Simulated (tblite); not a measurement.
# C4H11BrO2Si2: the cost of one run

Computed with tblite 0.8.0 and PySCF 2.14.0, with density-fitted response routines of our own, on a single molecule in the gas phase. Atoms count from 0, in the outputs and in this text.

### Step 1. The starting structure

20 atoms, charge 0, multiplicity 1; geometry from: force field or distance geometry start.

Bonds of the start (Å): C0–C1 1.52, C1–O2 1.37, O2–Si3 1.72, Si3–C4 1.87, C4–C5 1.54, C5–Si6 1.89, Si6–Br7 2.21, Si6–O8 1.73, O8–Si3 1.72, C0–H9 1.12, C0–H10 1.12, C0–H11 1.09, C1–H12 1.10, C1–H13 1.11, Si3–H14 1.49, C4–H15 1.11, C4–H16 1.11, C5–H17 1.09, C5–H18 1.10, Si6–H19 1.46.

### Step 2. Optimising the geometry with GFN2-xTB

Job settings and geometry (Å):

```
{"job": {"kind": "relax", "xc": "GFN2-xTB", "basis": "xTB"}, "charge": 0, "multiplicity": 1}
C      3.304800     0.308200    -0.554000
C      2.006100    -0.287800    -0.032000
O      1.169100     0.748300     0.308000
Si    -0.334200     0.177200     0.910800
C     -1.125600    -1.095500    -0.201100
C     -2.583100    -0.613000    -0.298700
Si    -2.259000     1.232100    -0.531800
Br    -4.084100     2.451400    -0.752400
O     -1.384700     1.545100     0.929600
H      3.675200     1.093900     0.154000
H      4.014700    -0.556100    -0.596200
H      3.167600     0.745600    -1.541500
H      1.562200    -0.932400    -0.804800
H      2.236500    -0.835900     0.905300
H     -0.173800    -0.349200     2.291200
H     -1.103000    -2.110900     0.237600
H     -0.662500    -1.009900    -1.206700
H     -3.133900    -1.056800    -1.128700
H     -3.015400    -0.779300     0.695600
H     -1.282100     1.335500    -1.606600
```

Command:

```bash
$ OMP_NUM_THREADS=1 python probes_run.py task.json out
```

This one command runs all jobs of the session in turn.

**Question.** How long does this first job take on 1 thread of Intel Xeon at 2.50GHz, shared host, and how much memory does it need?

About 4.7 s, with a peak of 0.18 GiB.
